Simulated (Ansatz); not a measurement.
# CH4InN: one species, many methods

An exercise on one series of results from a longer session: the logs are not shown, and one member is left open.

The runs use Ansatz 0.2.0, Gaussian basis; functionals in def2-TZVPP, the program's frozen cores in correlated methods.

Plan: LDA (SPW92), PBE-D4, revPBE-D4, BLYP-D4, r2SCAN-D4, B97M-V, PBE0-D4, B3LYP-D4, r2SCANh-D4, r2SCAN0-D4, HSE06-D4, BHLYP-D4, CAM-B3LYP-D4, LC-ωPBE, ωB97X-V, ωB97M-V, B2PLYP, PBE-QIDH; CCSD(T)/def2-SVP; CCSD(T)/def2-TZVPP; MP2/def2-QZVPP; extrapolation to the limit; RPA on PBE.

## Structure used throughout

The geometry comes from an earlier relaxation with PBE0-D4 in a triple-zeta def2 set; it is a stationary point, not always the lowest conformer. In takes the def2 core potential; no spin-orbit term is included.

7 atoms, charge 0, spin multiplicity 1.

Atoms are counted from 1 here; the program's logs count them from 0.

Bond lengths: C1–N2 1.260 Å, C1–H4 1.093 Å, C1–H5 1.091 Å, N2–In3 2.591 Å, N2–H6 1.018 Å, In3–H7 1.860 Å. Angles: N2–C1–H4 123.9°, N2–C1–H5 118.6°, H4–C1–H5 117.5°, C1–N2–In3 126.3°, C1–N2–H6 114.1°, In3–N2–H6 119.6°, N2–In3–H7 81.4°.

Set-up of the first run:

The input, in.yaml:

```yaml
crystal:
  periodic: [false, false, false]
  atoms:
    - {symbol: C, position_ang: [-1.093436, 0.471451, -0.432988]}
    - {symbol: N, position_ang: [-0.145944, -0.027009, 0.231592]}
    - {symbol: In, position_ang: [2.235590, -0.546015, -0.647769]}
    - {symbol: H, position_ang: [-2.085684, 0.673629, -0.021618]}
    - {symbol: H, position_ang: [-0.922406, 0.718799, -1.481454]}
    - {symbol: H, position_ang: [-0.380199, -0.231202, 1.200991]}
    - {symbol: H, position_ang: [2.453280, -1.127553, 1.105345]}
basis:
  gaussian: {orbitals: def2-TZVPP}
hamiltonian: {xc: lda}
output: {orbitals: {seedname: orbitals}}
```

Run with:

```bash
> ansatz run in.yaml --threads 2 --pin off --events-out ev --progress --plain --max-ram 4352MiB
```

Among the steps run: LDA; PBE-D4 (GGA); revPBE-D4 (GGA); BLYP-D4 (GGA); r2SCAN-D4 (meta-GGA); B97M-V (meta-GGA); PBE0-D4 (hybrid); B3LYP-D4 (hybrid); r2SCANh-D4 (hybrid); r2SCAN0-D4 (hybrid); HSE06-D4 (hybrid); BHLYP-D4 (hybrid); CAM-B3LYP-D4 (range-separated); LC-ωPBE (range-separated); ωB97X-V (range-separated); ωB97M-V (range-separated); B2PLYP (double hybrid); PBE-QIDH (double hybrid).

One table of the session follows, with a row left open; its other results are not shown here.

It belongs to the step «Orbital energies across the functionals». 

```
  functional  HOMO (eV)  LUMO (eV)  gap (eV)
 LDA (SPW92)      -4.17      -3.04      1.14
      PBE-D4      -4.04      -2.78      1.26
   revPBE-D4      -3.98      -2.68      1.30
     BLYP-D4      -3.95      -2.66      1.29
   r2SCAN-D4      -4.23      -2.57      1.67
      B97M-V      -4.16      -2.49      1.68
     PBE0-D4      -4.91      -1.67      3.24
    B3LYP-D4      -4.80      -1.93      2.86
  r2SCANh-D4          ?          ?         ?
  r2SCAN0-D4      -5.05      -1.56      3.50
    HSE06-D4      -4.52      -2.05      2.47
    BHLYP-D4      -5.70      -0.68      5.02
CAM-B3LYP-D4      -6.10      -0.59      5.51
     LC-ωPBE      -7.21       0.51      7.72
     ωB97X-V      -6.97       0.41      7.38
     ωB97M-V      -6.91       0.19      7.10
```

**Question.** Estimate the row for r2SCANh-D4.

Worked estimate for «HOMO (eV)». Against the share of exact exchange, r2SCAN-D4 (0, -4.23), r2SCAN0-D4 (0.25, -5.05) give a slope of -3.28 per unit share; at 0.1 the line stands at -4.56.

The run gave: HOMO (eV): -4.56; LUMO (eV): -2.15; gap (eV): 2.41. In «HOMO (eV)» the line misses by 0.00.
